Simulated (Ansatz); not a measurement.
**AlGaH₂ (quintet): wave-function methods side by side, cc-pVTZ**

One table from this session's results is given with a row withheld; the runs are named, their logs left out.

Computed with Ansatz 0.2.0, Gaussian basis. Level: cc-pVTZ, core rule «outside noble gas», up to 19 orbitals frozen.

To be run: UHF; CCSD(T) on ROHF; CCSD(T) on UHF; BCCD(T) on ROHF; CCSDT(Q) on ROHF; CCSDT(Q) on UHF.

16 further runs of the same task are left out: 9 for a known fault of the program, 1 that didn't finish, 6 set aside as unsound or not needed.

## What is computed

The geometry is a PBE0/def2-TZVP stationary point (not a proven minimum) of the parent state, kept for this charge and spin. No spin-orbit coupling is included. The filled d shell of Ga may be among the frozen orbitals whatever the setting's name suggests; the logs give the count.

4 atoms, charge 0, spin multiplicity 5.

Atoms are counted from 1 here; the program's logs count them from 0.

Bond lengths: Al1–Ga2 2.484 Å, Ga2–H3 1.566 Å, Ga2–H4 1.566 Å. Angles: Al1–Ga2–H3 116.1°, Al1–Ga2–H4 116.1°, H3–Ga2–H4 127.9°.

Set-up of the first run:

Input file in.yaml:

```yaml
crystal:
  periodic: [false, false, false]
  atoms:
    - {symbol: Al, position_ang: [0.000000, 0.000000, 1.818997]}
    - {symbol: Ga, position_ang: [0.000000, 0.000000, -0.664806]}
    - {symbol: H, position_ang: [0.000000, 1.407254, -1.352806]}
    - {symbol: H, position_ang: [0.000000, -1.407254, -1.352806]}
basis:
  gaussian: {orbitals: cc-pVTZ}
magnetization: {spin_polarized: true, initial_magnetization: 4}
hamiltonian: {xc: hf}
output: {orbitals: {seedname: orbitals}}
```

Command:

```sh
$ ansatz run in.yaml --threads 1 --pin off --events-out ev --progress --plain --max-ram 4096MiB --backend cpu
```

Among the steps run: UHF; CCSD(T) on ROHF; CCSD(T) on UHF; BCCD(T) on ROHF; CCSDT(Q) on ROHF; CCSDT(Q) on UHF.

One of the session's tables, all rows but one given; the rest of the session is left out.

```
   method  from UCCSDT(Q) (meV)
     ROHF               +3327.1
      UHF               +3289.6
     RMP2                +837.4
     UMP2                +824.3
    RCCSD                +135.7
    UCCSD                +126.8
 RCCSD(T)                 +41.7
 UCCSD(T)                 +33.7
  BCCD(T)                 +40.3
   RCCSDT                 +11.6
   UCCSDT                     ?
RCCSDT(Q)                  +8.3
UCCSDT(Q)                     0
```

Estimate the missing values for UCCSDT.

The run gave: from UCCSDT(Q) (meV): +3.6. In the column «from UCCSDT(Q) (meV)» it lies between UCCSDT(Q) (0) and RCCSDT(Q) (+8.3).

To keep in mind: Restricted and unrestricted rows rest on different reference determinants; where their highest levels disagree by more than a few hundredths of an eV, they describe different states and don't form one ladder.
